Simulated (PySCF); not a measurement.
# C3H5O2Si−: excited states, first hyperpolarisability

What do calculations give for the excited states, first hyperpolarisability of C3H5O2Si− (`O=C([SiH3])/C=C/[O-]`)?

Programs: PySCF 2.14.0, with routines of our own; each step states its level. All values are computed. Atoms count from 0.

## 1. The system as given

11 atoms, charge -1, multiplicity 1; geometry from: GFN2-xTB.

## 2. Optimising the geometry at PBE0-D3(BJ)/def2-TZVP

Job settings and geometry (Å):

```
{"job": {"xc": "PBE0", "basis": "def2-TZVP", "d3": "d3bj", "grid": 2, "kind": "geom"}, "charge": -1, "multiplicity": 1}
O     -0.445274    -2.216960    -0.400214
C     -0.106658    -1.026888    -0.200269
Si    -1.540027     0.165937     0.245023
C      1.208307    -0.555383    -0.284111
C      1.558804     0.769821    -0.058979
O      2.675270     1.300875    -0.102589
H     -1.773000     1.251330    -0.721100
H     -1.452786     0.778004     1.580578
H     -2.783948    -0.620321     0.256381
H      1.990862    -1.262239    -0.538567
H      0.673875     1.418496     0.197884
```

Launch:

```bash
OMP_NUM_THREADS=1 python excited_run.py task.json out
```

This one command runs all jobs of the session in turn.

Output:

```text
step   0  E = -556.99631783  max force = 0.013856
step   1  E = -556.99769357  max force = 0.001599
step   2  E = -556.99769737  max force = 0.002189
step   3  E = -556.99771965  max force = 0.000726
step   4  E = -556.99772031  max force = 0.000640
step   5  E = -556.99772209  max force = 0.000244
optimisation converged
```

Run time: 75 s. Hardware: 1 thread of Arm Neoverse V2, shared host; peak memory 0.9 GiB.

Relaxation path:

| step | energy from step 0 (eV) | largest force component (eV/Å) |
| --- | --- | --- |
| 0 | 0.0000 | 0.7125 |
| 1 | -0.0374 | 0.0822 |
| 2 | -0.0375 | 0.1126 |
| 3 | -0.0381 | 0.0373 |
| 4 | -0.0382 | 0.0329 |
| 5 | -0.0382 | 0.0125 |

Distances of close pairs at the start and the end, largest changes first:

```csv
bond,before (Å),after (Å),change (Å)
Si2–H6,1.472,1.499,+0.028
Si2–H7,1.472,1.499,+0.027
Si2–H8,1.472,1.494,+0.022
C1–Si2,1.917,1.938,+0.021
C3–C4,1.389,1.405,+0.016
O0–C1,1.253,1.245,-0.008
C4–H10,1.127,1.124,-0.003
C4–O5,1.237,1.234,-0.003
```

The final coordinates are the input of the step that follows.

| at the end point | value |
| --- | --- |
| point group (found at 0.08 Å tolerance) | Cs |
| rotational constants (GHz, main isotopes) | 4.737, 1.798, 1.323 |

## 3. Excited states: TDA wB97X-D/def2-TZVPD

Job settings and geometry (Å):

```
{"job": {"kind": "states", "xc": "wB97X-D", "basis": "def2-TZVPD", "tda": true, "soc": true, "nstates": 6, "ntriplets": 5, "nquad": 4}, "charge": -1, "multiplicity": 1}
O     -0.526230    -2.349657    -0.332716
C     -0.121270    -1.186754    -0.148133
Si    -1.530507     0.061252     0.313909
C      1.200669    -0.728626    -0.242617
C      1.543385     0.614466    -0.013039
O      2.653794     1.150115    -0.063549
H     -1.754411     1.189862    -0.647152
H     -1.423301     0.711472     1.660488
H     -2.804659    -0.718283     0.335215
H      1.981149    -1.440214    -0.503825
H      0.662521     1.260902     0.249261
```

Method: TDA wB97X-D/def2-TZVPD excited states, vertical, gas phase, spin-orbit mean-field couplings.

Output:

```text
coarse grid: 10160 points
cycle   1  E = -557.0530624943  dE =  8.118e-01  |g| = 1.180e+00  |ddm| = 3.404e+00
cycle   2  E = -556.6262167160  dE =  4.268e-01  |g| = 1.973e+00  |ddm| = 3.610e+00
cycle   3  E = -557.3236426268  dE = -6.974e-01  |g| = 1.292e-01  |ddm| = 2.604e+00
cycle   4  E = -557.3267050220  dE = -3.062e-03  |g| = 7.411e-02  |ddm| = 2.504e-01
cycle   5  E = -557.3277656298  dE = -1.061e-03  |g| = 2.650e-02  |ddm| = 1.170e-01
cycle   6  E = -557.3278903576  dE = -1.247e-04  |g| = 9.361e-03  |ddm| = 4.516e-02
cycle   7  E = -557.3279121001  dE = -2.174e-05  |g| = 2.064e-03  |ddm| = 2.211e-02
cycle   8  E = -557.3279139610  dE = -1.861e-06  |g| = 5.938e-04  |ddm| = 9.058e-03
final grid: 94832 points
cycle   9  E = -557.3198171317  dE = -9.265e-05  |g| = 4.601e-03  |ddm| = 3.161e-01
cycle  10  E = -557.3198189142  dE = -1.782e-06  |g| = 3.374e-03  |ddm| = 4.304e-02
cycle  11  E = -557.3198205584  dE = -1.644e-06  |g| = 1.253e-03  |ddm| = 5.432e-03
cycle  12  E = -557.3198208183  dE = -2.599e-07  |g| = 4.016e-04  |ddm| = 2.871e-03
cycle  13  E = -557.3198208599  dE = -4.162e-08  |g| = 1.285e-04  |ddm| = 1.609e-03
cycle  14  E = -557.3198208660  dE = -6.055e-09  |g| = 3.089e-05  |ddm| = 5.461e-04
cycle  15  E = -557.3198208667  dE = -6.887e-10  |g| = 2.110e-05  |ddm| = 2.381e-04
converged SCF energy = -557.3198208667

Singlet excitations
state   eV       nm        f     d(h-e)  d(exc)  Lambda  PR(NTO)  |dmu|/D   mu/D   main configurations
  1   3.9899   310.7   0.00276   0.776   2.760   0.540   1.042    1.779    3.417   H-1->L+2 0.92
  2   4.8147   257.5   0.00002   1.071   2.833   0.428   1.253    2.780    2.292   H-2->L+2 0.72
  3   4.8612   255.0   0.00272   0.886   4.325   0.172   1.112    2.096    0.810   H->L 0.44, H->L+1 0.32, H->L+3 0.10
  4   5.0226   246.9   0.32392   1.516   3.606   0.487   2.049    5.583    2.806   H->L+2 0.58, H-1->L 0.27
  5   5.1388   241.3   0.05313   0.633   3.754   0.294   1.483                     H-1->L+3 0.37, H-1->L 0.20, H-1->L+1 0.17
  6   5.3717   230.8   0.00427   3.273   5.095   0.162   1.007                     H->L 0.42, H->L+3 0.33, H->L+1 0.14

Triplet excitations (Tamm-Dancoff)
state   eV     d(h-e)  d(exc)  Lambda  PR(NTO)   main configurations
  1   3.1768   0.566   2.751   0.625   1.017   H->L+2 0.91
  2   3.5051   0.772   2.695   0.537   1.043   H-1->L+2 0.90
  3   4.4270   1.111   2.662   0.437   1.143   H-2->L+2 0.71, H-2->L+10 0.08
  4   4.8785   0.937   4.441   0.157   1.012   H->L 0.50, H->L+1 0.32, H->L+3 0.09
  5   5.0183   1.205   4.205   0.232   1.044   H-1->L 0.58, H-1->L+3 0.22
S1 - T1 = 0.8131 eV

Spin-orbit couplings |<S|Hso|T>| (cm-1)
             T1       T2       T3       T4       T5
S0        0.128   41.356   40.956    0.944    1.510
S1       18.598    0.825    6.516    0.030    3.793
S2       28.834    5.738    0.498    0.166    3.183
S3        7.284    1.254    0.052    0.097   17.869
S4        0.031   19.124   23.378   11.864    0.823
S5        0.031   10.590   12.899   13.734    1.725
S6        8.181    0.047    0.154    1.479    1.587
T1 sublevels (cm-1): 0.000 0.008 0.100   radiative rates (1/s): 0.0019 0.505 7.2
```

It took 43 s on 1 thread of Arm Neoverse V2, shared host; peak memory 0.94 GiB.

Key values:

```csv
quantity,value
S1 less T1,0.81 eV
```

## 4. Excited states: TDDFT CAM-B3LYP/def2-TZVPD

Settings changed since step 3:

```diff
@@ -1,2 +1,2 @@
-{"job": {"kind": "states", "xc": "wB97X-D", "basis": "def2-TZVPD", "tda": true, "soc": true, "nstates": 6, "ntriplets": 5, "nquad": 4}, "charge": -1, "multiplicity": 1}
+{"job": {"kind": "states", "xc": "CAM-B3LYP", "basis": "def2-TZVPD", "tpa": true, "nstates": 8, "nquad": 6, "ntriplets": 0}, "charge": -1, "multiplicity": 1}
 O     -0.526230    -2.349657    -0.332716
```

With the program's defaults for keys left out, this is: TDDFT CAM-B3LYP/def2-TZVPD excited states, vertical, gas phase, two-photon moments by quadratic response.

Output:

```text
coarse grid: 10160 points
cycle   1  E = -557.0512197828  dE =  7.940e-01  |g| = 1.168e+00  |ddm| = 3.426e+00
cycle   2  E = -556.4412706865  dE =  6.099e-01  |g| = 2.170e+00  |ddm| = 6.029e+00
cycle   3  E = -557.3108847034  dE = -8.696e-01  |g| = 1.604e-01  |ddm| = 5.141e+00
cycle   4  E = -557.3148570086  dE = -3.972e-03  |g| = 1.059e-01  |ddm| = 2.842e-01
cycle   5  E = -557.3169482720  dE = -2.091e-03  |g| = 3.424e-02  |ddm| = 1.435e-01
cycle   6  E = -557.3171595487  dE = -2.113e-04  |g| = 9.285e-03  |ddm| = 4.910e-02
cycle   7  E = -557.3171806132  dE = -2.106e-05  |g| = 2.107e-03  |ddm| = 2.485e-02
cycle   8  E = -557.3171821501  dE = -1.537e-06  |g| = 6.125e-04  |ddm| = 1.053e-02
final grid: 94832 points
cycle   9  E = -557.3126334989  dE = -1.735e-05  |g| = 2.570e-03  |ddm| = 1.346e-01
cycle  10  E = -557.3126327260  dE =  7.728e-07  |g| = 3.270e-03  |ddm| = 1.363e-02
cycle  11  E = -557.3126348276  dE = -2.102e-06  |g| = 7.161e-04  |ddm| = 3.375e-03
cycle  12  E = -557.3126349098  dE = -8.224e-08  |g| = 1.310e-04  |ddm| = 9.432e-04
cycle  13  E = -557.3126349146  dE = -4.728e-09  |g| = 4.234e-05  |ddm| = 6.582e-04
cycle  14  E = -557.3126349149  dE = -3.329e-10  |g| = 2.337e-05  |ddm| = 9.066e-05
converged SCF energy = -557.3126349149

Singlet excitations
state   eV       nm        f     d(h-e)  d(exc)  Lambda  PR(NTO)  |dmu|/D   mu/D   delta(TPA)   sigma/GM   main configurations
  1   3.9736   312.0   0.00176   0.784   2.774   0.532   1.046    1.822    3.525        4.73      0.027   H-1->L+2 0.91
  2   4.6340   267.6   0.00057   1.753   4.702   0.162   1.013    5.640    2.749       16.44      0.129   H->L 0.68, H->L+1 0.25
  3   4.7863   259.0   0.29557   1.352   3.421   0.532   1.777    4.442    1.614      448.39      3.763   H->L+2 0.76, H-1->L 0.16
  4   4.8049   258.0   0.00020   1.114   2.745   0.431   1.150    2.916    2.519        2.01      0.017   H-2->L+2 0.73
  5   5.0094   247.5   0.04213   0.903   4.072   0.276   1.242    4.402    2.940      190.87      1.755   H-1->L 0.45, H-1->L+3 0.20, H-1->L+1 0.20
  6   5.0830   243.9   0.00372   2.697   5.046   0.191   1.009    9.752    6.824        2.71      0.026   H->L+1 0.47, H->L 0.28, H->L+3 0.18
  7   5.2663   235.4   0.00001   1.340   4.692   0.197   1.015                                            H->L+3 0.61, H->L+1 0.21, H->L+4 0.10
  8   5.3664   231.0   0.00040   0.159   4.193   0.198   1.009                                            H->L+4 0.80, H->L+3 0.12
```

Wall time 55 s (1 thread of Arm Neoverse V2, shared host); peak memory 1.1 GiB.

## 5. First hyperpolarisability: quadratic response CAM-B3LYP/def2-TZVPD

Settings changed since step 4:

```diff
@@ -1,2 +1,2 @@
-{"job": {"kind": "states", "xc": "CAM-B3LYP", "basis": "def2-TZVPD", "tpa": true, "nstates": 8, "nquad": 6, "ntriplets": 0}, "charge": -1, "multiplicity": 1}
+{"job": {"kind": "beta", "xc": "CAM-B3LYP", "basis": "def2-TZVPD"}, "charge": -1, "multiplicity": 1}
 O     -0.526230    -2.349657    -0.332716
```

Method: quadratic response CAM-B3LYP/def2-TZVPD first hyperpolarisability, Taylor convention, gas phase.

Output:

```text
coarse grid: 10160 points
cycle   1  E = -557.0512197828  dE =  7.940e-01  |g| = 1.168e+00  |ddm| = 3.426e+00
cycle   2  E = -556.4412706865  dE =  6.099e-01  |g| = 2.170e+00  |ddm| = 6.029e+00
cycle   3  E = -557.3108847034  dE = -8.696e-01  |g| = 1.604e-01  |ddm| = 5.141e+00
cycle   4  E = -557.3148570086  dE = -3.972e-03  |g| = 1.059e-01  |ddm| = 2.842e-01
cycle   5  E = -557.3169482720  dE = -2.091e-03  |g| = 3.424e-02  |ddm| = 1.435e-01
cycle   6  E = -557.3171595487  dE = -2.113e-04  |g| = 9.285e-03  |ddm| = 4.910e-02
cycle   7  E = -557.3171806132  dE = -2.106e-05  |g| = 2.107e-03  |ddm| = 2.485e-02
cycle   8  E = -557.3171821501  dE = -1.537e-06  |g| = 6.125e-04  |ddm| = 1.053e-02
final grid: 94832 points
cycle   9  E = -557.3126334989  dE = -1.735e-05  |g| = 2.570e-03  |ddm| = 1.346e-01
cycle  10  E = -557.3126327260  dE =  7.728e-07  |g| = 3.270e-03  |ddm| = 1.363e-02
cycle  11  E = -557.3126348276  dE = -2.102e-06  |g| = 7.161e-04  |ddm| = 3.375e-03
cycle  12  E = -557.3126349098  dE = -8.224e-08  |g| = 1.310e-04  |ddm| = 9.432e-04
cycle  13  E = -557.3126349146  dE = -4.728e-09  |g| = 4.234e-05  |ddm| = 6.582e-04
cycle  14  E = -557.3126349149  dE = -3.329e-10  |g| = 2.337e-05  |ddm| = 9.066e-05
converged SCF energy = -557.3126349149

Lowest singlets (eV, f): 3.9736 0.0018  4.6340 0.0006  4.7863 0.2956

First hyperpolarisability (au)
process     nm      |vector|   parallel      HRS      DR
static         -      849.54    -508.31     321.69   7.263
shg       1907.0      919.48    -550.28     348.52   7.212
eope      1907.0      871.74    -521.63          -       -
shg       1064.0     1119.16    -670.19     425.72   7.023
eope      1064.0      924.82    -553.49          -       -
```

It took 45 s on 1 thread of Arm Neoverse V2, shared host; peak memory 1 GiB.

## 6. Excited states: TDA wB97X-D/def2-TZVPD in acetonitrile

Settings changed since step 5:

```diff
@@ -1,2 +1,2 @@
-{"job": {"kind": "beta", "xc": "CAM-B3LYP", "basis": "def2-TZVPD"}, "charge": -1, "multiplicity": 1}
+{"job": {"kind": "states", "xc": "wB97X-D", "basis": "def2-TZVPD", "tda": true, "soc": true, "nstates": 6, "ntriplets": 5, "nquad": 4, "solvent": "acetonitrile"}, "charge": -1, "multiplicity": 1}
 O     -0.526230    -2.349657    -0.332716
```

Level: TDA wB97X-D/def2-TZVPD excited states, vertical, IEF-PCM acetonitrile (non-equilibrium response), spin-orbit mean-field couplings.

Output:

```text
coarse grid: 10160 points
cycle   1  E = -557.1569802035  dE =  7.081e-01  |g| = 1.151e+00  |ddm| = 3.393e+00
cycle   2  E = -556.8771078773  dE =  2.799e-01  |g| = 1.750e+00  |ddm| = 2.697e+00
cycle   3  E = -557.4080989689  dE = -5.310e-01  |g| = 1.041e-01  |ddm| = 1.709e+00
cycle   4  E = -557.4103118969  dE = -2.213e-03  |g| = 5.318e-02  |ddm| = 2.133e-01
cycle   5  E = -557.4109262795  dE = -6.144e-04  |g| = 1.508e-02  |ddm| = 1.094e-01
cycle   6  E = -557.4109682579  dE = -4.198e-05  |g| = 8.212e-03  |ddm| = 3.722e-02
cycle   7  E = -557.4109825724  dE = -1.431e-05  |g| = 1.648e-03  |ddm| = 1.556e-02
cycle   8  E = -557.4109838686  dE = -1.296e-06  |g| = 5.474e-04  |ddm| = 6.772e-03
final grid: 94832 points
cycle   9  E = -557.4028272093  dE = -9.365e-05  |g| = 4.631e-03  |ddm| = 3.365e-01
cycle  10  E = -557.4028291697  dE = -1.960e-06  |g| = 3.139e-03  |ddm| = 4.283e-02
cycle  11  E = -557.4028305939  dE = -1.424e-06  |g| = 1.074e-03  |ddm| = 5.584e-03
cycle  12  E = -557.4028307821  dE = -1.883e-07  |g| = 3.689e-04  |ddm| = 3.007e-03
cycle  13  E = -557.4028308157  dE = -3.355e-08  |g| = 1.173e-04  |ddm| = 1.633e-03
cycle  14  E = -557.4028308203  dE = -4.636e-09  |g| = 2.560e-05  |ddm| = 5.914e-04
cycle  15  E = -557.4028308209  dE = -5.457e-10  |g| = 1.160e-05  |ddm| = 2.529e-04
converged SCF energy = -557.4028308209

Singlet excitations
state   eV       nm        f     d(h-e)  d(exc)  Lambda  PR(NTO)  |dmu|/D   mu/D   main configurations
  1   4.0752   304.2   0.00295   0.847   2.719   0.542   1.033    2.361    5.112   H-1->L 0.95
  2   4.9198   252.0   0.00015   1.127   2.701   0.448   1.101    3.354    3.898   H-2->L 0.83
  3   5.1465   240.9   0.56820   0.699   2.865   0.642   1.247    1.884    2.337   H->L 0.88
  4   5.6419   219.8   0.00766   0.208   3.872   0.225   1.016    1.331    5.170   H->L+1 0.69, H->L+3 0.14
  5   5.8570   211.7   0.02180   0.436   3.556   0.282   1.033                     H-1->L+1 0.56, H-1->L+3 0.33
  6   6.3065   196.6   0.00018   1.011   3.876   0.214   1.012                     H->L+4 0.82, H->L+2 0.11

Triplet excitations (Tamm-Dancoff)
state   eV     d(h-e)  d(exc)  Lambda  PR(NTO)   main configurations
  1   3.2866   0.504   2.705   0.670   1.015   H->L 0.96
  2   3.5952   0.814   2.656   0.539   1.034   H-1->L 0.93
  3   4.5427   1.120   2.638   0.444   1.106   H-2->L 0.80
  4   5.4241   0.483   2.623   0.478   1.094   H->L+10 0.46, H->L+7 0.39
  5   5.6826   0.209   3.901   0.225   1.016   H->L+1 0.71, H->L+3 0.13
S1 - T1 = 0.7886 eV

Spin-orbit couplings |<S|Hso|T>| (cm-1)
             T1       T2       T3       T4       T5
S0        0.071   41.780   40.027    0.024    0.642
S1       18.276    0.671    7.211   12.502    0.069
S2       28.341    6.745    0.461    9.576    0.164
S3        0.029   21.554   28.481    0.039    3.506
S4        2.122    0.128    0.163    3.593    0.116
S5        0.018    4.841    0.680    0.091   18.486
S6        1.759    0.155    0.051    5.398    3.316
T1 sublevels (cm-1): 0.000 0.007 0.102   radiative rates (1/s): 0.000747 0.287 9.83
```

Wall time 42 s (1 thread of Arm Neoverse V2, shared host); peak memory 1.1 GiB.

From this job:

```csv
quantity,value
S1 less T1,0.79 eV
```

## 7. Outcome

| quantity | value |
| --- | --- |
| point group | Cs |
| rotational constants (main isotopes) | 4.74, 1.80, 1.32 GHz |
| S1 less T1 (step 3, TDA wB97X-D/def2-TZVPD) | 0.81 eV |
| β vector (step 5, quadratic response CAM-B3LYP/def2-TZVPD) | static 850, SHG 1907.0 nm 919, SHG 1064.0 nm 1119 au |
| S1 less T1 (step 6, TDA wB97X-D/def2-TZVPD in acetonitrile) | 0.79 eV |

What this shows: Relaxing lowered the energy by 0.038 eV in 5 steps; the close pair that moved most is Si2–H6, from 1.472 to 1.499 Å. For an anion in the gas phase, states above the energy of detachment are held by the basis alone, so excitations and responses hang on it. In step 3, the number of triplets below S1 is 2, and the largest singlet-triplet spin-orbit coupling is S0–T2, 41.36 cm⁻¹. β grows from 850 au (static) to 1119 au for doubling at 1064.0 nm: normal dispersion, which grows as twice the photon energy moves toward the bright states. In step 6, the number of triplets below S1 is 2, and the largest singlet-triplet spin-orbit coupling is S0–T2, 41.78 cm⁻¹. The orbital labels of the leading configurations differ from run to run, so check that S1 and T1 are the same states before comparing rows.
